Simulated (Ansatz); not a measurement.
**Si: energy and stress against strain**

This session takes Si and sets out to strain the cell along the Voigt pattern (1, 0, 0, 0, 0, 0).

Method: DFT r2SCAN, scalar-relativistic, plane waves, PAW, in Ansatz 0.2.0.

### 1 Starting point

It takes space group I4_1/amd (No. 141, tetragonal). Conventional cell: a = 4.743 Å, b = 4.743 Å, c = 2.659 Å, α = 90.00°, β = 90.00°, γ = 90.00°. Si (site symmetry -4m2) is surrounded by 6 Si at 2.46 to 2.66 Å.

As a file:

```xyz
2
Lattice="-2.3714 2.3714 1.3293 2.3714 -2.3714 1.3293 2.3714 2.3714 -1.3293" Properties=species:S:1:pos:R:3 pbc="T T T"
Si    2.3714    0.0000    0.6646
Si    0.0000    0.0000    1.3293
```

It goes back to an entry of the Materials Project, which need not be the stable form.

The cell is taken as given, not relaxed at this level.

### 2 Zero of energy

Reference values: F = -1277.2790 eV; pressure 2.48 GPa; largest force 0.000 eV/Å; gap on the mesh none (metal). It was computed beforehand with the settings of the runs below.

### 3 Next: energy and stress against strain

The cell is strained by ε times the Voigt pattern (1, 0, 0, 0, 0, 0) (xx, yy, zz, yz, xz, xy; engineering shear), with fractional coordinates fixed (clamped ions). The stress on the pattern is the sum of the stress components weighted by it, tension positive.

### 4 ε = -0.1000

The input, input.yaml:

```yaml
crystal:
  lattice:
    - [-2.134235074, 2.3713723045, 1.3292653899]
    - [2.134235074, -2.3713723045, 1.3292653899]
    - [2.134235074, 2.3713723045, -1.3292653899]
  atoms:
    - { symbol: Si, position: [0.25, 0.75, 0.5] }
    - { symbol: Si, position: [0.5, 0.5, 0.0] }
basis:
  ecutwfc: 500
kpoints:
  mp_grid: { grid: [20, 20, 20] }
hamiltonian:
  xc: r2scan
scf:
  occupations: { method: gaussian, width: 0.15 }
output:
  forces: true
  stress: true
  eigenvalues: true
```

Launch:

```bash
> ansatz run input.yaml --threads 1 --pin off --max-ram 2560MiB --backend cpu --events-out ev --progress --plain --runs-dir out
```

The log of the run, shortened:

```text
Warning: RAYON_NUM_THREADS=1 ignored (pool sized by the plan → 1); use --threads N
[...]
Pseudopotentials: kind: paw
Pseudopotential: Si, paw, valence charge 4, recommended cutoff 500 eV (meta_gga), Si.paw.azcp
Functional definition: r2SCAN
[...]
Crystal: 2 atoms, lattice volume = 26.910 Å³
Basis set: ecut = 500 eV, 699 PW (Γ), exchange–correlation on 108×108×108 points (64 copies of the dense FFT grid, shifted against one another)
Bands: 8, of which v1, the nominal top of the filled ones, is band 4 counted from 1 (3 counted from 0)
Symmetry: 8 space group operations
Space group: Imma (ITA 74), of the structure as read, at distance tolerance 3.0e-5 Å
k-points: 1166 of 8000
[...]
SCF iter   1: F=—  HF=-1276.811125 eV  |F-HF|=—  |Δ(HF+E_count)|=         —  Δρ=4.63e-3  dr2=3.38e-3  dr2_τ=1.90e-2  ethr=1.77e-3  ⟨swp⟩=5.1  Hψ=76909  notcnv=0
[...]
SCF iter   6: F=-1276.860415 eV  HF=-1276.860415 eV  |F-HF|=2.81e-8  |Δ(HF+E_count)|=   2.30e-6  Δρ=7.08e-6  dr2=8.96e-9  dr2_τ=1.18e-10  ethr=1.25e-9  ⟨swp⟩=6.6  Hψ=53376  notcnv=0
[...]
SCF converged after 6 iterations
Free energy (F): -1276.860415 eV
[...]
E sigma→0 (E₀):  -1276.857265 eV
Entropy (-TS):   -0.006300 eV (-3.150 meV/atom)
Fermi energy:    11.383089 eV
[...]
--- Forces (eV/Å), atoms counted from 1 ---
  atom   1  Si     0.00000000     0.00000000    -0.86085432
  atom   2  Si     0.00000000     0.00000000     0.86085432
[...]
--- Stress (GPa, compression-positive) ---
       48.822907       0.000000       0.000000
        0.000000       7.990445       0.000000
        0.000000       0.000000      12.347747
  P = ⅓ Tr σ = 23.0537 GPa (230.537 kbar)
--- Band table (eV; the first three rows and the last of 1166) ---
  k-point 0: bands = ["-4.2995", "8.0802", "9.8203", "11.1148", "13.0135", "19.0946", "20.0282", "20.8696"]
[...]
```

It took 35 s on 1 thread of Arm Neoverse V2, shared host; peak memory 0.68 GiB.

### 5 ε = 0.0750

Edit input.yaml of step 4 so:

```diff
@@ -2,5 +2,5 @@
   lattice:
-    - [-2.134235074, 2.3713723045, 1.3292653899]
-    - [2.134235074, -2.3713723045, 1.3292653899]
-    - [2.134235074, 2.3713723045, -1.3292653899]
+    - [-2.5492252273, 2.3713723045, 1.3292653899]
+    - [2.5492252273, -2.3713723045, 1.3292653899]
+    - [2.5492252273, 2.3713723045, -1.3292653899]
   atoms:
```

Launch:

```bash
> ansatz run input.yaml --threads 1 --pin off --max-ram 2560MiB --backend cpu --events-out ev --progress --plain --runs-dir out
```

The log of the run, shortened:

```text
[...]
SCF converged after 6 iterations
Free energy (F): -1277.206408 eV
[...]
E sigma→0 (E₀):  -1277.202164 eV
Entropy (-TS):   -0.008489 eV (-4.245 meV/atom)
Fermi energy:    8.988981 eV
[...]
--- Forces (eV/Å), atoms counted from 1 ---
  atom   1  Si     0.00000000     0.00000000     0.17284844
  atom   2  Si     0.00000000    -0.00000000    -0.17284844
[...]
--- Stress (GPa, compression-positive) ---
      -11.387747       0.000000      -0.000000
        0.000000       0.668952      -0.000000
       -0.000000      -0.000000      -3.475210
  P = ⅓ Tr σ = -4.7313 GPa (-47.313 kbar)
--- Band table (eV; the first three rows and the last of 1166) ---
  k-point 0: bands = ["-5.0264", "5.7645", "6.5271", "6.8899", "11.0969", "16.2493", "16.7101", "18.7312"]
[...]
```

Wall time 46 s (1 thread of Arm Neoverse V2, shared host); peak memory 0.78 GiB.

### 6 Point ε = -0.0500

Edit input.yaml of step 5 so:

```diff
@@ -2,5 +2,5 @@
   lattice:
-    - [-2.5492252273, 2.3713723045, 1.3292653899]
-    - [2.5492252273, -2.3713723045, 1.3292653899]
-    - [2.5492252273, 2.3713723045, -1.3292653899]
+    - [-2.2528036893, 2.3713723045, 1.3292653899]
+    - [2.2528036893, -2.3713723045, 1.3292653899]
+    - [2.2528036893, 2.3713723045, -1.3292653899]
   atoms:
```

Launch:

```bash
> ansatz run input.yaml --threads 1 --pin off --max-ram 2560MiB --backend cpu --events-out ev --progress --plain --runs-dir out
```

The log of the run, shortened:

```text
Warning: RAYON_NUM_THREADS=1 ignored (pool sized by the plan → 1); use --threads N
[...]
[... 3 set-up lines as earlier in the session ...]
[...]
Crystal: 2 atoms, lattice volume = 28.405 Å³
Basis set: ecut = 500 eV, 725 PW (Γ), exchange–correlation on 108×108×108 points (64 copies of the dense FFT grid, shifted against one another)
Bands: 8, of which v1, the nominal top of the filled ones, is band 4 counted from 1 (3 counted from 0)
[... 1 set-up line as earlier in the session ...]
Space group: Imma (ITA 74), of the structure as read, at distance tolerance 3.1e-5 Å
k-points: 1166 of 8000
[...]
SCF iter   1: F=—  HF=-1277.123832 eV  |F-HF|=—  |Δ(HF+E_count)|=         —  Δρ=4.47e-3  dr2=3.54e-3  dr2_τ=1.40e-2  ethr=1.77e-3  ⟨swp⟩=5.1  Hψ=76775  notcnv=0
[...]
SCF iter   6: F=-1277.174074 eV  HF=-1277.174074 eV  |F-HF|=1.26e-8  |Δ(HF+E_count)|=   1.19e-6  Δρ=4.76e-6  dr2=4.38e-9  dr2_τ=5.44e-11  ethr=1.25e-9  ⟨swp⟩=6.4  Hψ=51687  notcnv=0
[...]
SCF converged after 6 iterations
Free energy (F): -1277.174074 eV
[...]
E sigma→0 (E₀):  -1277.170380 eV
Entropy (-TS):   -0.007388 eV (-3.694 meV/atom)
Fermi energy:    10.670478 eV
[...]
--- Forces (eV/Å), atoms counted from 1 ---
  atom   1  Si     0.00000000     0.00000000    -0.29858175
  atom   2  Si     0.00000000    -0.00000000     0.29858175
[...]
--- Stress (GPa, compression-positive) ---
       20.573568       0.000000      -0.000000
        0.000000       5.821597      -0.000000
       -0.000000      -0.000000       5.705153
  P = ⅓ Tr σ = 10.7001 GPa (107.001 kbar)
--- Band table (eV; the first three rows and the last of 1166) ---
  k-point 0: bands = ["-4.5093", "7.6329", "8.4683", "9.6215", "12.3641", "18.5193", "19.8485", "20.3287"]
[...]
```

It took 36 s on 1 thread of Arm Neoverse V2, shared host; peak memory 0.69 GiB.

### 7 ε = 0.0250

Edit input.yaml of step 6 so:

```diff
@@ -2,5 +2,5 @@
   lattice:
-    - [-2.2528036893, 2.3713723045, 1.3292653899]
-    - [2.2528036893, -2.3713723045, 1.3292653899]
-    - [2.2528036893, 2.3713723045, -1.3292653899]
+    - [-2.4306566121, 2.3713723045, 1.3292653899]
+    - [2.4306566121, -2.3713723045, 1.3292653899]
+    - [2.4306566121, 2.3713723045, -1.3292653899]
   atoms:
```

Launch:

```bash
> ansatz run input.yaml --threads 1 --pin off --max-ram 2560MiB --backend cpu --events-out ev --progress --plain --runs-dir out
```

The log of the run, shortened:

```text
[...]
SCF converged after 6 iterations
Free energy (F): -1277.278307 eV
[...]
E sigma→0 (E₀):  -1277.274382 eV
Entropy (-TS):   -0.007850 eV (-3.925 meV/atom)
Fermi energy:    9.627087 eV
[...]
--- Forces (eV/Å), atoms counted from 1 ---
  atom   1  Si     0.00000000     0.00000000     0.08722887
  atom   2  Si     0.00000000     0.00000000    -0.08722887
[...]
--- Stress (GPa, compression-positive) ---
       -3.081306       0.000000       0.000000
        0.000000       2.097166       0.000000
        0.000000       0.000000      -0.449487
  P = ⅓ Tr σ = -0.4779 GPa (-4.779 kbar)
--- Band table (eV; the first three rows and the last of 1166) ---
  k-point 0: bands = ["-4.8184", "6.7462", "7.1387", "7.6620", "11.5517", "17.5112", "18.4814", "19.4040"]
[...]
```

It took 41 s on 1 thread of Arm Neoverse V2, shared host; peak memory 0.72 GiB.

### 8 At ε = 0.1000

Edit input.yaml of step 7 so:

```diff
@@ -2,5 +2,5 @@
   lattice:
-    - [-2.4306566121, 2.3713723045, 1.3292653899]
-    - [2.4306566121, -2.3713723045, 1.3292653899]
-    - [2.4306566121, 2.3713723045, -1.3292653899]
+    - [-2.608509535, 2.3713723045, 1.3292653899]
+    - [2.608509535, -2.3713723045, 1.3292653899]
+    - [2.608509535, 2.3713723045, -1.3292653899]
   atoms:
```

Launch:

```bash
> ansatz run input.yaml --threads 1 --pin off --max-ram 2560MiB --backend cpu --events-out ev --progress --plain --runs-dir out
```

The log of the run, shortened:

```text
[...]
SCF converged after 6 iterations
Free energy (F): -1277.147003 eV
[...]
E sigma→0 (E₀):  -1277.142782 eV
Entropy (-TS):   -0.008442 eV (-4.221 meV/atom)
Fermi energy:    8.689660 eV
[...]
--- Forces (eV/Å), atoms counted from 1 ---
  atom   1  Si     0.00000000     0.00000000     0.18527849
  atom   2  Si     0.00000000    -0.00000000    -0.18527849
[...]
--- Stress (GPa, compression-positive) ---
      -13.997416       0.000000      -0.000000
        0.000000       0.194669      -0.000000
       -0.000000      -0.000000      -4.880584
  P = ⅓ Tr σ = -6.2278 GPa (-62.278 kbar)
--- Band table (eV; the first three rows and the last of 1166) ---
  k-point 0: bands = ["-5.1322", "5.3154", "6.0064", "6.7828", "10.8902", "15.2166", "16.2594", "18.3212"]
[...]
```

It took 46 s on 1 thread of Arm Neoverse V2, shared host; peak memory 0.78 GiB.

### 9 Point ε = -0.0750

Edit input.yaml of step 8 so:

```diff
@@ -2,5 +2,5 @@
   lattice:
-    - [-2.608509535, 2.3713723045, 1.3292653899]
-    - [2.608509535, -2.3713723045, 1.3292653899]
-    - [2.608509535, 2.3713723045, -1.3292653899]
+    - [-2.1935193817, 2.3713723045, 1.3292653899]
+    - [2.1935193817, -2.3713723045, 1.3292653899]
+    - [2.1935193817, 2.3713723045, -1.3292653899]
   atoms:
```

Launch:

```bash
> ansatz run input.yaml --threads 1 --pin off --max-ram 2560MiB --backend cpu --events-out ev --progress --plain --runs-dir out
```

The log of the run, shortened:

```text
Warning: RAYON_NUM_THREADS=1 ignored (pool sized by the plan → 1); use --threads N
[...]
[... 3 set-up lines as earlier in the session ...]
[...]
Crystal: 2 atoms, lattice volume = 27.657 Å³
Basis set: ecut = 500 eV, 707 PW (Γ), exchange–correlation on 108×108×108 points (64 copies of the dense FFT grid, shifted against one another)
Bands: 8, of which v1, the nominal top of the filled ones, is band 4 counted from 1 (3 counted from 0)
[... 2 set-up lines as earlier in the session ...]
k-points: 1166 of 8000
[...]
SCF iter   1: F=—  HF=-1277.000189 eV  |F-HF|=—  |Δ(HF+E_count)|=         —  Δρ=4.56e-3  dr2=3.47e-3  dr2_τ=1.62e-2  ethr=1.77e-3  ⟨swp⟩=5.1  Hψ=76921  notcnv=0
[...]
SCF iter   6: F=-1277.050490 eV  HF=-1277.050490 eV  |F-HF|=2.67e-8  |Δ(HF+E_count)|=   1.68e-6  Δρ=6.97e-6  dr2=8.83e-9  dr2_τ=1.31e-10  ethr=1.25e-9  ⟨swp⟩=6.5  Hψ=52396  notcnv=0
[...]
SCF converged after 6 iterations
Free energy (F): -1277.050490 eV
[...]
E sigma→0 (E₀):  -1277.047087 eV
Entropy (-TS):   -0.006807 eV (-3.403 meV/atom)
Fermi energy:    11.024224 eV
[...]
--- Forces (eV/Å), atoms counted from 1 ---
  atom   1  Si     0.00000000     0.00000000    -0.53496323
  atom   2  Si     0.00000000     0.00000000     0.53496323
[...]
--- Stress (GPa, compression-positive) ---
       33.090269       0.000000      -0.000000
        0.000000       6.720739      -0.000000
       -0.000000      -0.000000       8.833311
  P = ⅓ Tr σ = 16.2148 GPa (162.148 kbar)
--- Band table (eV; the first three rows and the last of 1166) ---
  k-point 0: bands = ["-4.4055", "7.8423", "9.1210", "10.3490", "12.6761", "18.8154", "19.9398", "20.6058"]
[...]
```

It took 36 s on 1 thread of Arm Neoverse V2, shared host; peak memory 0.69 GiB.

### 10 At ε = 0.0500

Edit input.yaml of step 9 so:

```diff
@@ -2,5 +2,5 @@
   lattice:
-    - [-2.1935193817, 2.3713723045, 1.3292653899]
-    - [2.1935193817, -2.3713723045, 1.3292653899]
-    - [2.1935193817, 2.3713723045, -1.3292653899]
+    - [-2.4899409197, 2.3713723045, 1.3292653899]
+    - [2.4899409197, -2.3713723045, 1.3292653899]
+    - [2.4899409197, 2.3713723045, -1.3292653899]
   atoms:
```

Launch:

```bash
> ansatz run input.yaml --threads 1 --pin off --max-ram 2560MiB --backend cpu --events-out ev --progress --plain --runs-dir out
```

The log of the run, shortened:

```text
Warning: RAYON_NUM_THREADS=1 ignored (pool sized by the plan → 1); use --threads N
[...]
[... 3 set-up lines as earlier in the session ...]
[...]
Crystal: 2 atoms, lattice volume = 31.395 Å³
Basis set: ecut = 500 eV, 797 PW (Γ), exchange–correlation on 108×108×108 points (64 copies of the dense FFT grid, shifted against one another)
Bands: 8, of which v1, the nominal top of the filled ones, is band 4 counted from 1 (3 counted from 0)
[... 1 set-up line as earlier in the session ...]
Space group: Imma (ITA 74), of the structure as read, at distance tolerance 3.2e-5 Å
k-points: 1166 of 8000
[...]
SCF iter   1: F=—  HF=-1277.210880 eV  |F-HF|=—  |Δ(HF+E_count)|=         —  Δρ=4.21e-3  dr2=3.98e-3  dr2_τ=8.31e-3  ethr=1.77e-3  ⟨swp⟩=5.1  Hψ=76891  notcnv=0
[...]
SCF iter   6: F=-1277.252134 eV  HF=-1277.252134 eV  |F-HF|=3.11e-9  |Δ(HF+E_count)|=   1.65e-7  Δρ=3.41e-6  dr2=2.77e-9  dr2_τ=3.78e-11  ethr=7.53e-10  ⟨swp⟩=3.1  Hψ=36541  notcnv=0
[...]
SCF converged after 6 iterations
Free energy (F): -1277.252134 eV
[...]
E sigma→0 (E₀):  -1277.248151 eV
Entropy (-TS):   -0.007966 eV (-3.983 meV/atom)
Fermi energy:    9.301519 eV
[...]
--- Forces (eV/Å), atoms counted from 1 ---
  atom   1  Si     0.00000000     0.00000000     0.14163085
  atom   2  Si     0.00000000     0.00000000    -0.14163085
[...]
--- Stress (GPa, compression-positive) ---
       -7.955033       0.000000       0.000000
        0.000000       1.385822       0.000000
        0.000000       0.000000      -1.975497
  P = ⅓ Tr σ = -2.8482 GPa (-28.482 kbar)
--- Band table (eV; the first three rows and the last of 1166) ---
  k-point 0: bands = ["-4.9219", "6.2408", "7.0079", "7.0783", "11.3169", "17.1265", "17.3401", "19.0707"]
[...]
```

Wall time 44 s (1 thread of Arm Neoverse V2, shared host); peak memory 0.73 GiB.

### 11 Point ε = -0.0250

Edit input.yaml of step 10 so:

```diff
@@ -2,5 +2,5 @@
   lattice:
-    - [-2.4899409197, 2.3713723045, 1.3292653899]
-    - [2.4899409197, -2.3713723045, 1.3292653899]
-    - [2.4899409197, 2.3713723045, -1.3292653899]
+    - [-2.3120879969, 2.3713723045, 1.3292653899]
+    - [2.3120879969, -2.3713723045, 1.3292653899]
+    - [2.3120879969, 2.3713723045, -1.3292653899]
   atoms:
```

Launch:

```bash
> ansatz run input.yaml --threads 1 --pin off --max-ram 2560MiB --backend cpu --events-out ev --progress --plain --runs-dir out
```

The log of the run, shortened:

```text
[...]
SCF converged after 6 iterations
Free energy (F): -1277.247181 eV
[...]
E sigma→0 (E₀):  -1277.243480 eV
Entropy (-TS):   -0.007403 eV (-3.701 meV/atom)
Fermi energy:    10.316765 eV
[...]
--- Forces (eV/Å), atoms counted from 1 ---
  atom   1  Si     0.00000000     0.00000000    -0.12556574
  atom   2  Si     0.00000000     0.00000000     0.12556574
[...]
--- Stress (GPa, compression-positive) ---
       10.976802       0.000000       0.000000
        0.000000       4.058516       0.000000
        0.000000       0.000000       3.379063
  P = ⅓ Tr σ = 6.1381 GPa (61.381 kbar)
--- Band table (eV; the first three rows and the last of 1166) ---
  k-point 0: bands = ["-4.6127", "7.4479", "7.8572", "8.9320", "12.0733", "18.2041", "19.7536", "20.0356"]
[...]
```

Run time: 41 s. Hardware: 1 thread of Arm Neoverse V2, shared host; peak memory 0.71 GiB.

### 12 At ε = 0.0875

Edit input.yaml of step 11 so:

```diff
@@ -2,5 +2,5 @@
   lattice:
-    - [-2.3120879969, 2.3713723045, 1.3292653899]
-    - [2.3120879969, -2.3713723045, 1.3292653899]
-    - [2.3120879969, 2.3713723045, -1.3292653899]
+    - [-2.5788673811, 2.3713723045, 1.3292653899]
+    - [2.5788673811, -2.3713723045, 1.3292653899]
+    - [2.5788673811, 2.3713723045, -1.3292653899]
   atoms:
```

Launch:

```bash
> ansatz run input.yaml --threads 1 --pin off --max-ram 2560MiB --backend cpu --events-out ev --progress --plain --runs-dir out
```

The log of the run, shortened:

```text
Warning: RAYON_NUM_THREADS=1 ignored (pool sized by the plan → 1); use --threads N
[...]
[... 3 set-up lines as earlier in the session ...]
[...]
Crystal: 2 atoms, lattice volume = 32.516 Å³
Basis set: ecut = 500 eV, 817 PW (Γ), exchange–correlation on 120×120×120 points (64 copies of the dense FFT grid, shifted against one another)
Bands: 8, of which v1, the nominal top of the filled ones, is band 4 counted from 1 (3 counted from 0)
[... 2 set-up lines as earlier in the session ...]
k-points: 1166 of 8000
[...]
SCF iter   1: F=—  HF=-1277.142095 eV  |F-HF|=—  |Δ(HF+E_count)|=         —  Δρ=4.19e-3  dr2=4.28e-3  dr2_τ=7.09e-3  ethr=1.77e-3  ⟨swp⟩=5.1  Hψ=77057  notcnv=0
[...]
SCF iter   6: F=-1277.178235 eV  HF=-1277.178235 eV  |F-HF|=8.32e-10  |Δ(HF+E_count)|=   4.47e-7  Δρ=1.32e-6  dr2=2.56e-10  dr2_τ=5.34e-12  ethr=1.25e-9  ⟨swp⟩=5.8  Hψ=49933  notcnv=0
[...]
SCF converged after 6 iterations
Free energy (F): -1277.178235 eV
[...]
E sigma→0 (E₀):  -1277.174044 eV
Entropy (-TS):   -0.008382 eV (-4.191 meV/atom)
Fermi energy:    8.836725 eV
[...]
--- Forces (eV/Å), atoms counted from 1 ---
  atom   1  Si     0.00000000     0.00000000     0.18130950
  atom   2  Si     0.00000000    -0.00000000    -0.18130950
[...]
--- Stress (GPa, compression-positive) ---
      -12.752097       0.000000      -0.000000
        0.000000       0.394967      -0.000000
       -0.000000      -0.000000      -4.218025
  P = ⅓ Tr σ = -5.5251 GPa (-55.251 kbar)
--- Band table (eV; the first three rows and the last of 1166) ---
  k-point 0: bands = ["-5.0792", "5.5366", "6.2630", "6.8352", "10.9920", "15.7255", "16.4891", "18.5603"]
[...]
```

It took 46 s on 1 thread of Arm Neoverse V2, shared host; peak memory 0.78 GiB.

### 13 Results of the scan

All points in order; energies are free energies above the reference cell:

```
      ε  ΔE (meV/atom)  stress on the pattern (GPa)  pressure (GPa)
-0.1000          209.3                       -48.82            23.1
-0.0750          114.3                       -33.09            16.2
-0.0500           52.5                       -20.57            10.7
-0.0250           15.9                       -10.98             6.1
 0.0000            0.0                        -3.02             2.5
 0.0250            0.3                         3.08            -0.5
 0.0500           13.4                         7.96            -2.8
 0.0750           36.3                        11.39            -4.7
 0.0875           50.4                        12.75            -5.5
 0.1000           66.0                        14.00            -6.2
```

### 14 Summary of results

| quantity | value |
| --- | --- |
| slope of the stress at ε = 0, over ±0.0250 | 281 GPa |

In words: From the stress slope, C11 is about 281 GPa with the ions clamped; letting the atoms relax could not make it stiffer. The reference stands under 2.5 GPa, so this is no zero-stress constant. No sampled point lies below the undisturbed cell. Compression costs more than tension: 209.3 against 66.0 meV/atom at the ends.
